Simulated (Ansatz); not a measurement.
**GdN (Fm-3m): seeking the equilibrium cell**

Where does the pressure of GdN (Fm-3m) vanish?

Computed with Ansatz 0.2.0 (DFT PBE+U (U_eff = 6 eV on Gd 4f), scalar-relativistic, plane waves, PAW, unless a step's input says otherwise).

### Step 1. The structure to begin with

Symmetry: Fm-3m, No. 225, cubic system. Conventional cell: a = 4.999 Å, b = 4.999 Å, c = 4.999 Å, α = 90.00°, β = 90.00°, γ = 90.00°. Gd (site symmetry m-3m) is surrounded by 6 N at 2.50 Å. N (site symmetry m-3m) has 6 Gd at 2.50 Å as nearest neighbours.

Coordinates:

```xyz
2
Lattice="0.0000 2.4995 2.4995 2.4995 0.0000 2.4995 2.4995 2.4995 0.0000" Properties=species:S:1:pos:R:3 pbc="T T T"
Gd    0.0000    0.0000    0.0000
N     2.4995    2.4995    2.4995
```

The moments start at Gd 7.00 μB.

### Step 2. First run, at the start cell

Contents of input.yaml:

```yaml
crystal:
  lattice:
    - [0.0, 2.4995, 2.4995]
    - [2.4995, 0.0, 2.4995]
    - [2.4995, 2.4995, 0.0]
  atoms:
    - { symbol: Gd, position: [0.0, 0.0, 0.0], spin: 7.0 }
    - { symbol: "N", position: [0.5, 0.5, 0.5] }
basis:
  ecutwfc: 420
  ecutrho_ratio: 4
kpoints:
  mp_grid: { grid: [5, 5, 5] }
hamiltonian:
  xc: pbe
  hubbard: { sites: [{ species: Gd, l: f, u_eff: 6.0 }] }
scf:
  occupations: { method: gaussian, width: 0.05 }
output:
  forces: true
  stress: true
  eigenvalues: true
  populations: true
  hubbard: { sites: [{ species: Gd, l: f }] }
magnetization:
  spin_polarized: true
```

On the command line:

```sh
> ansatz run input.yaml --threads 4 --pin off --max-ram 10240MiB --backend cpu --events-out ev --progress --plain --runs-dir out
```

After this run come: The same volume, run 2; A new volume, run 3; A new volume, run 4.

**Question.** What will these runs give? Wanted: volume; pressure; conventional cell; gap on the mesh; moments in the spheres.

The runs gave:

| quantity | value |
| --- | --- |
| volume | 15.644 Å³/atom |
| pressure | 0.00 GPa |
| conventional cell | a = 5.002 Å, b = 5.002 Å, c = 5.002 Å, α = 90.00°, β = 90.00°, γ = 90.00° |
| gap on the mesh | none (metal) |
| moments in the spheres | Gd 6.94; N -0.14 μB |

**Reading.** The volume went from 15.62 to 15.64 Å³/atom (+0.2 %), where 0.00 GPa is left. Only the order of the starting moments is followed; others weren't tried in this session. Open d and f shells can converge to several self-consistent states; these numbers belong to the ones reached here. Spin–orbit coupling is left out, though the cell holds Gd; it splits the 4f levels.
